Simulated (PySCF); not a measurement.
# C2H6Cl2Pb (Pb(CH3)2(Cl)2): the cost of one run

Method: B3LYP, Pb def2-SVP with ECP60, C def2-SVP, H def2-SVP, Cl def2-SVP; scalar-relativistic core potentials, no spin–orbit coupling; program: PySCF 2.14.0.

3 further runs of the same task are left out: 2 for a known fault of the program, 1 that didn't finish.

## (1) Where the work starts

11 atoms, charge 0, spin multiplicity 1.

Bond lengths: Pb1–C2 2.245 Å, Pb1–C6 2.245 Å, Pb1–Cl10 2.484 Å, Pb1–Cl11 2.484 Å, C2–H3 1.097 Å, C2–H4 1.097 Å, C2–H5 1.097 Å, C6–H7 1.097 Å, C6–H8 1.097 Å, C6–H9 1.097 Å. Angles: C2–Pb1–C6 138.9°, C2–Pb1–Cl10 101.3°, C2–Pb1–Cl11 102.7°, C6–Pb1–Cl10 102.7°, C6–Pb1–Cl11 101.3°, Cl10–Pb1–Cl11 107.2°, Pb1–C2–H3 104.8°, Pb1–C2–H4 110.2°, Pb1–C2–H5 105.2°, H3–C2–H4 112.0°, H3–C2–H5 111.9°, H4–C2–H5 112.3°, Pb1–C6–H7 104.8°, Pb1–C6–H8 110.2°, Pb1–C6–H9 105.2°, H7–C6–H8 112.0°, H7–C6–H9 111.9°, H8–C6–H9 112.3°.

As a file:

```
Pb    0.0000    0.0000    0.2663
C     1.5254    1.4472    1.0541
H     1.3171    2.3872    0.5279
H     1.4220    1.5525    2.1412
H     2.4965    1.0249    0.7672
C    -1.5254   -1.4472    1.0541
H    -1.3171   -2.3872    0.5279
H    -1.4220   -1.5525    2.1412
H    -2.4965   -1.0249    0.7672
Cl    1.3994   -1.4282   -1.2067
Cl   -1.3994    1.4282   -1.2067
```

Formal oxidation states: Pb +4. An earlier session relaxed this geometry at B3LYP, Pb def2-SVP with ECP60, C def2-SVP, H def2-SVP, Cl def2-SVP (singlet, point group C2).

Its energy there is -1192.891111 Eh.

## (2) Multiplicity 3 at the relaxed geometry

File run.py (the lines that set the calculation):

```python
mol = gto.M(atom='''
Pb     0.00000     0.00000     0.26633
C      1.52536     1.44724     1.05409
H      1.31713     2.38718     0.52788
H      1.42202     1.55247     2.14115
H      2.49652     1.02493     0.76719
C     -1.52536    -1.44724     1.05409
H     -1.31713    -2.38718     0.52788
H     -1.42202    -1.55247     2.14115
H     -2.49652    -1.02493     0.76719
Cl     1.39943    -1.42823    -1.20669
Cl    -1.39943     1.42823    -1.20669''',
    basis={'Pb': 'def2-SVP', 'C': 'def2-SVP', 'H': 'def2-SVP', 'Cl': 'def2-SVP'},
    ecp={'Pb': 'def2-SVP'},
    charge=0, spin=2)
mf = dft.UKS(mol, xc='B3LYP')
mf.grids.atom_grid = (50, 194)
mf = mf.density_fit()  # fitting sets: Pb def2-universal-JKFIT, C def2-universal-JKFIT, H def2-universal-JKFIT, Cl def2-universal-JKFIT
mf.conv_tol = 1e-08; mf.max_cycle = 55
mf.kernel(dm0)  # dm0: free metal ions and neutral atoms
```

Run with:

```console
> OMP_NUM_THREADS=2 python run.py
```

**Question.** How long does this run take on 2 threads of AMD EPYC 7B13 (Zen 3), shared host?

About 6.5 s.
